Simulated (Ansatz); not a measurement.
Geometry optimisation, Ansatz 0.2.0, DFT PBE, scalar-relativistic, plane waves, PAW.

Input file:

```yaml
crystal:
  lattice:
    - [8.1, 0.0, 0.0]
    - [0.0, 8.1, 0.0]
    - [0.0, 0.0, 8.1]
  atoms:
    - { symbol: Al, position: [0.4950581, -2.01e-05, -0.0129174] }
    - { symbol: Al, position: [0.7470966, 0.2431082, 0.0052018] }
    - { symbol: Al, position: [0.7487836, 0.0022073, 0.2407741] }
    - { symbol: Al, position: [0.0006408, 0.0007497, -0.0017655] }
    - { symbol: Al, position: [0.4950635, 0.5049084, -0.0031867] }
    - { symbol: Al, position: [0.7529533, 0.7477054, -0.0012027] }
    - { symbol: Al, position: [0.2496913, -0.0005618, 0.2579409] }
    - { symbol: Al, position: [0.4878852, 0.2478062, 0.2490861] }
    - { symbol: Al, position: [0.7515835, 0.5026384, 0.2516751] }
    - { symbol: Al, position: [0.5061653, 0.0065111, 0.4974342] }
    - { symbol: Al, position: [0.7479034, 0.2493835, 0.5040513] }
    - { symbol: Al, position: [0.7499112, -0.0084134, 0.7526352] }
    - { symbol: Al, position: [0.002401, 0.5001044, 0.0023268] }
    - { symbol: Al, position: [0.2547937, 0.7548847, 0.0001676] }
    - { symbol: Al, position: [-0.0035448, 0.2523354, 0.2482901] }
    - { symbol: Al, position: [0.2453796, 0.5046809, 0.2512829] }
    - { symbol: Al, position: [0.5027095, 0.7550626, 0.2555574] }
    - { symbol: Al, position: [-0.0061928, -0.0049726, 0.5078763] }
    - { symbol: Al, position: [0.2489799, 0.2516432, 0.5094573] }
    - { symbol: Al, position: [0.4999541, 0.4960861, 0.5053488] }
    - { symbol: Al, position: [0.7457762, 0.7482374, 0.4955163] }
    - { symbol: Al, position: [0.2561339, -0.0002896, 0.7515596] }
    - { symbol: Al, position: [0.4956915, 0.2480751, 0.753091] }
    - { symbol: Al, position: [0.7543411, 0.4992069, 0.7495818] }
    - { symbol: Al, position: [-0.0086018, 0.751731, 0.2434822] }
    - { symbol: Al, position: [0.002519, 0.4984464, 0.4983497] }
    - { symbol: Al, position: [0.2487448, 0.7520471, 0.4948767] }
    - { symbol: Al, position: [0.0037839, 0.2471759, 0.7446115] }
    - { symbol: Al, position: [0.2522949, 0.4985207, 0.7482104] }
    - { symbol: Al, position: [0.5061727, 0.752088, 0.7479057] }
    - { symbol: Al, position: [-0.008312, 0.7504271, 0.7531529] }
basis:
  ecutwfc: 420.0
kpoints:
  mp_grid: { grid: [3, 3, 3] }
hamiltonian:
  xc: pbe
  pseudopotentials: { kind: paw, azcp: { folder: soft_1 } }
scf:
  occupations: { method: gaussian, width: 0.05 }
  lower_state_search: "off"
relax:
  f_tol: 0.03
  max_steps: 60
  adjacent_minimum: "off"
output:
  write_density: true
  write_potential: true
  elf: true
  volumetric_format: npy
```

Run as:

```bash
$ ansatz run input.yaml --threads 4 --pin off --max-ram 10240MiB --backend cpu --events-out ev --progress --plain --runs-dir out
```

Task: Where does it end, and by what steps?

Result: It converged. Limits of this set-up: coarse k mesh, a small cell, in which the defect meets its images, a typed lattice constant that wasn't relaxed here. After 2 steps the energy has fallen by 0.260 eV; Al1 moved furthest, 0.11 Å.

```tsv
step	energy less start (eV)	largest force component (eV/Å)	accepted
0	0.0000	0.566	yes
1	-0.2455	0.092	yes
2	-0.2599	0.007	yes
```

```xyz
31
Lattice="8.1000 0.0000 0.0000 0.0000 8.1000 0.0000 0.0000 0.0000 8.1000" Properties=species:S:1:pos:R:3
Al 4.027 0.015 0.000
Al 6.068 2.026 0.001
Al 6.068 -0.006 2.031
Al 0.011 0.017 0.000
Al 4.028 4.036 0.001
Al 6.069 6.074 0.000
Al 2.019 0.015 2.010
Al 4.026 2.026 2.008
Al 6.069 4.058 2.033
Al 4.052 -0.005 4.049
Al 6.068 2.025 4.049
Al 6.069 -0.007 6.068
Al 0.011 4.033 0.001
Al 2.019 6.075 0.000
Al 0.010 2.025 2.010
Al 2.020 4.036 2.009
Al 4.051 6.076 2.033
Al -0.014 -0.007 4.050
Al 2.018 2.025 4.051
Al 4.050 4.057 4.050
Al 6.068 6.076 4.050
Al 2.019 0.016 6.090
Al 4.027 2.025 6.092
Al 6.069 4.056 6.068
Al -0.015 6.075 2.031
Al -0.013 4.059 4.050
Al 2.018 6.076 4.049
Al 0.009 2.025 6.090
Al 2.019 4.035 6.092
Al 4.050 6.075 6.066
Al -0.013 6.075 6.069
```

Whether the end is a true minimum wasn't checked by a vibrational analysis.

The run took 45 s on 4 threads of Arm Neoverse V2 (shared host), peak memory 1.4 GiB.
